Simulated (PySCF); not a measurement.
**ReSe₂: quartet, from a end-on start**

Aim: relax ReSe₂ as a quartet from a end-on start, check by its vibrations whether the end is a minimum, and collect its spectrum and constants.

The runs use PySCF 2.14.0; PBE0, basis Re def2-SVP with ECP60, Se def2-SVP, scalar-relativistic core potentials, no spin–orbit coupling, density fitting.

## Step 1: Starting geometry

3 atoms, charge 0, spin multiplicity 4.

Bond lengths: Re1–Se2 2.544 Å, Se2–Se3 2.348 Å. Angles: Re1–Se2–Se3 119.9°.

Z-matrix (Å, degrees; charge 0 multiplicity 4):
```
Re
Se 1 2.5441
Se 2 2.3481 1 119.89
```

## Step 2: First SCF at the start

One driver script runs all steps and calls PySCF; scf.py shows how it sets up the SCF of each step. The optimiser is the driver's own. After this first run the driver tries any further starts and a stability analysis.

The input, scf.py:

```python
from pyscf import gto, scf, dft
mol = gto.M(atom='''
Re     0.000000     0.000000     0.000000
Se     0.000000     0.000000     2.544100
Se     2.035800     0.000000     3.714100''',
    basis={'Re': 'def2-SVP', 'Se': 'def2-SVP'},
    ecp={'Re': 'def2-SVP'},
    charge=0, spin=3)
mf = dft.UKS(mol, xc='PBE0')
mf.grids.atom_grid = (50, 194)
aux = {'Re': 'def2-universal-JKFIT', 'Se': 'def2-universal-JKFIT'}
mf = mf.density_fit(auxbasis=aux)
mf.conv_tol = 1e-08
mf.diis_space = 10
mf.max_cycle = 60
mf.init_guess = 'minao'
mf.verbose = 4
mf.kernel()
```

The run is started by

```bash
> OMP_NUM_THREADS=2 python axn.py task.json out
```

The program printed:

```text
[... the frontier levels of the middle cycles are left out ...]
init E= -4866.3706187197
[... the frontier-level lines of each cycle are left out ...]
cycle= 1 E= -4878.20555200257  delta_E= -11.8  |g|= 1.45  |ddm|= 5.61
cycle= 2 E= -4863.82089070752  delta_E= 14.4  |g|= 3.42  |ddm|=  9.1
cycle= 3 E= -4877.9472789727  delta_E= -14.1  |g|=  1.5  |ddm|= 8.59
cycle= 4 E= -4879.48033400305  delta_E= -1.53  |g|= 0.901  |ddm|= 2.97
cycle= 5 E= -4879.98268309615  delta_E= -0.502  |g|= 0.432  |ddm|= 1.48
cycle= 6 E= -4880.1149164313  delta_E= -0.132  |g|= 0.144  |ddm|= 0.769
cycle= 7 E= -4880.13634723225  delta_E= -0.0214  |g|= 0.0409  |ddm|= 0.309
cycle= 8 E= -4880.13883766022  delta_E= -0.00249  |g|= 0.0219  |ddm|= 0.113
cycle= 9 E= -4880.14048449673  delta_E= -0.00165  |g|= 0.0111  |ddm|= 0.126
cycle= 10 E= -4880.14107044182  delta_E= -0.000586  |g|= 0.00665  |ddm|= 0.0737
cycle= 11 E= -4880.14166514479  delta_E= -0.000595  |g|= 0.00793  |ddm|= 0.0921
cycle= 12 E= -4880.1418466707  delta_E= -0.000182  |g|= 0.0076  |ddm|= 0.0277
cycle= 13 E= -4880.14253418306  delta_E= -0.000688  |g|= 0.0071  |ddm|= 0.108
cycle= 14 E= -4880.14398345273  delta_E= -0.00145  |g|= 0.00476  |ddm|= 0.25
[... 1 cycles left out ...]
cycle= 16 E= -4880.14512645016  delta_E= -0.00124  |g|= 0.0211  |ddm|= 0.423
cycle= 17 E= -4880.14521827031  delta_E= -9.18e-05  |g|= 0.0189  |ddm|= 0.0189
cycle= 18 E= -4880.14529433433  delta_E= -7.61e-05  |g|= 0.0171  |ddm|= 0.013
cycle= 19 E= -4880.14542028818  delta_E= -0.000126  |g|= 0.0129  |ddm|= 0.0171
cycle= 20 E= -4880.14558316936  delta_E= -0.000163  |g|= 0.00314  |ddm|= 0.0328
cycle= 21 E= -4880.14562745428  delta_E= -4.43e-05  |g|= 0.00826  |ddm|= 0.0998
cycle= 22 E= -4880.14568123011  delta_E= -5.38e-05  |g|= 0.00402  |ddm|= 0.023
cycle= 23 E= -4880.14569700136  delta_E= -1.58e-05  |g|= 0.00252  |ddm|= 0.0235
cycle= 24 E= -4880.14570341613  delta_E= -6.41e-06  |g|= 0.00146  |ddm|= 0.0185
cycle= 25 E= -4880.14570522632  delta_E= -1.81e-06  |g|= 0.000127  |ddm|= 0.0071
cycle= 26 E= -4880.14570541577  delta_E= -1.89e-07  |g|= 0.000108  |ddm|= 0.00342
cycle= 27 E= -4880.14570544922  delta_E= -3.34e-08  |g|= 5.8e-05  |ddm|= 0.000992
cycle= 28 E= -4880.14570546298  delta_E= -1.38e-08  |g|= 1.75e-05  |ddm|= 0.000696
cycle= 29 E= -4880.14570546575  delta_E= -2.77e-09  |g|= 8.11e-06  |ddm|= 0.000438
Extra cycle  E= -4880.14570546589  delta_E= -1.36e-10  |g|= 1.24e-05  |ddm|= 4.95e-05
converged SCF energy = -4880.14570546589  <S^2> = 4.8100903  2S+1 = 4.4989289
```

This step, with its further starts and checks, took 34 s on 2 threads of Arm Neoverse V1, shared host.

Energies from each starting density:

```csv
start,energy (Eh)
the minimal-basis guess,-4880.145705
a thermally smeared density,-4880.145705
a smeared PBE density,-4880.145705
```

The test of internal stability and the other starts found no lower solution of this spin.

## Step 3: End-on start, quartet: relaxation

The program finds Cs symmetry in the start, which this walk keeps. The walk stops when the largest gradient is under 0.0003 Eh/bohr and the energy has settled too.

Edit scf.py of step 2 so:

```diff
@@ -3,3 +3,3 @@
-Re     0.000000     0.000000     0.000000
-Se     0.000000     0.000000     2.544100
-Se     2.035800     0.000000     3.714100''',
+Re    -0.469144     0.000000    -1.442185
+Se    -0.469144     0.000000     1.101915
+Se     1.566656     0.000000     2.271915''',
@@ -16 +15,0 @@
-mf.init_guess = 'minao'
```

Energy and gradient, step by step:

```csv
step,energy (Eh),change (kJ/mol),largest symmetric gradient (Eh/bohr)
0,-4880.145705,0.00,0.02654
1,-4880.153185,-19.64,0.01933
2,-4880.157733,-31.58,0.01740
3,-4880.159603,-36.49,0.00762
4,-4880.160645,-39.22,0.00347
5,-4880.160822,-39.69,0.00292
6,-4880.160896,-39.88,0.00154
7,-4880.160903,-39.90,0.00044
8,-4880.160904,-39.90,0.00005
```

The walk took 62 s.

End point (Cs, 8 steps, 39.9 kJ/mol gained): Re–Se 2.338 Å, Re–Se 3.270 Å, Se–Se 2.273 Å; Re–Se–Se 45.6°, Re–Se–Se 90.3°, Se–Re–Se 44.0°.

## Step 4: Vibrations and properties at this point

The point is checked on the finer grid, and tightened if its gradient asks for it. The Hessian and the dipole derivatives come from central differences of analytic gradients, with steps of 0.02 bohr.

Edit scf.py of step 3 so:

```diff
@@ -3,3 +3,3 @@
-Re    -0.469144     0.000000    -1.442185
-Se    -0.469144     0.000000     1.101915
-Se     1.566656     0.000000     2.271915''',
+Re    -0.246008     0.000000    -1.191614
+Se    -0.814551     0.000000     1.078582
+Se     1.371687     0.000000     1.691015''',
@@ -10 +10 @@
-mf.grids.atom_grid = (50, 194)
+mf.grids.atom_grid = (75, 302)
@@ -13 +13 @@
-mf.conv_tol = 1e-08
+mf.conv_tol = 1e-10
```

This SCF starts from the last density.

SCF at the final geometry:

```text
init E= -4880.16086540834
[... the frontier-level lines of each cycle are left out ...]
cycle= 1 E= -4880.16086540834  delta_E= -9.09e-13  |g|= 2.68e-06  |ddm|= 6.05e-06
Extra cycle  E= -4880.16086540831  delta_E= 3.09e-11  |g|= 6.54e-06  |ddm|= 1.38e-05
converged SCF energy = -4880.16086540831  <S^2> = 4.5713494  2S+1 = 4.3915143
```

The whole step took 2.4 min.

Geometry: Cs; Re–Se 2.340 Å, Re–Se 3.306 Å, Se–Se 2.270 Å; Re–Se–Se 45.1°, Re–Se–Se 91.6°, Se–Re–Se 43.4°.

Modes, for the most abundant isotopes:

| symmetry | ω (cm⁻¹) | IR (km/mol) | μ (u) |
| --- | --- | --- | --- |
| a' | 39 | 1.7 | 96.14 |
| a' | 247 | 9.7 | 93.83 |
| a' | 310 | 8.5 | 81.10 |

No imaginary mode, so this is a minimum.

Properties at this point:

| Property | Result |
| --- | --- |
| Dipole moment | 2.17 D |
| Highest occupied level | -5.33 eV |
| Lowest empty level | -3.70 eV |
| Rotational constants | 0.1133, 0.02582, 0.02103 cm⁻¹ |
| Zero-point energy | 3.6 kJ/mol |
| Principal polarisabilities | 70.4, 96.7, 160.9 bohr³ |
| Atomisation energy without zero-point energy | 465 kJ/mol |
| Principal traceless quadrupole moments about the centre of mass | -3.03, -1.54, 4.56 D Å |
| Entropy at 298.15 K and 1 bar (electronic part: spin only) | 352.6 J/(mol K) |
| Heat capacity Cp at 298.15 K | 55.9 J/(mol K) |
| Enthalpy at 298.15 K above 0 K | 14.53 kJ/mol |
| Rotational symmetry number | 1 |
| Spin squared ⟨S²⟩ | 4.571 |

Charges (e) and bond orders:

| atom | Mulliken | Löwdin | polar tensor | spin (Mulliken) | Mayer order to Re1 |
| --- | --- | --- | --- | --- | --- |
| Re1 | 0.14 | -0.26 | 0.10 | 3.98 | – |
| Se2 | -0.02 | 0.31 | 0.12 | -0.36 | 1.26 |
| Se3 | -0.12 | -0.06 | -0.22 | -0.61 | 0.47 |

Outer orbital energies (eV). α occupied: -10.17, -9.39, -7.75, -7.72, -7.64, -7.18, -6.98, -6.10; empty: -3.70, -2.86, -1.06, -0.45. β occupied: -21.30, -17.38, -10.34, -10.03, -9.42, -6.82, -6.81, -5.33; empty: -2.59, -2.19, -1.98, -1.89.

Mulliken populations on Re1 (outside its core potential): s 3.29, p 6.14, d 5.42, f 0.01.

## Step 5: Results

| quantity | value |
| --- | --- |
| minimum | broken-symmetry (Ms = 3/2), Cs |
| geometry | Re–Se 2.340 Å, Re–Se 3.306 Å, Se–Se 2.270 Å; Re–Se–Se 45.1°, Re–Se–Se 91.6°, Se–Re–Se 43.4° |
| wavenumbers (cm⁻¹) | 39 (a'), 247 (a'), 310 (a') |
| dipole moment | 2.17 D |
| highest occupied, lowest empty level (either spin) | -5.33, -3.70 eV |
| polar-tensor charge of Re1 | +0.10 e |
| zero-point energy | 3.6 kJ/mol |
| entropy at 298.15 K | 352.6 J/(mol K) |
| atomisation energy (no zero-point energy) | 465 kJ/mol |
| ⟨S²⟩ | 4.571 |

In words: The end-on start keeps its Cs symmetry and ends in a minimum. The determinant is spin-contaminated (⟨S²⟩ = 4.57 against 3.75), so it is no pure spin state. The strongest infrared band lies at 247 cm⁻¹ (a'). Other starts or spin states, not run here, may lie lower. Open d and f shells are described by one determinant, and the ground state may have another occupation or spin. With an element this heavy the missing spin–orbit coupling can shift these numbers.

The search up to here took 4 min.
